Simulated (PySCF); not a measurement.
Molecule: SGaH3, in a box.

```
CELL_PARAMETERS angstrom
12.00000 0.00000 0.00000
0.00000 12.00000 0.00000
0.00000 0.00000 12.00000
ATOMIC_POSITIONS crystal
S 0.52297 0.37776 0.55922
Ga 0.49228 0.53497 0.47024
H 0.62504 0.40650 0.59497
H 0.37712 0.54325 0.41070
H 0.58535 0.62574 0.47237
```

Base run:

```yaml
Program: PySCF 2.14.0
Functional: B3LYP
Dispersion: D3
Potentials_or_basis: pob-tzvp-rev2 (all-electron)
k_mesh: 1 × 1 × 1
Occupations: fixed
Spin: no spin polarisation
```

Its results: gap between the frontier levels 6.31 eV.

Task: The run is repeated on the same cell with these changes: functional from B3LYP to HCTH407. What comes out?

Result: Gap between the frontier levels 4.93 eV.

Caveats: this is a molecule in a periodic box at the Γ point, so its band gap is the HOMO-LUMO gap; relativity is left out, which matters for the heavier elements; the basis of atomic orbitals isn't converged, which shifts pressures, moduli and gaps.

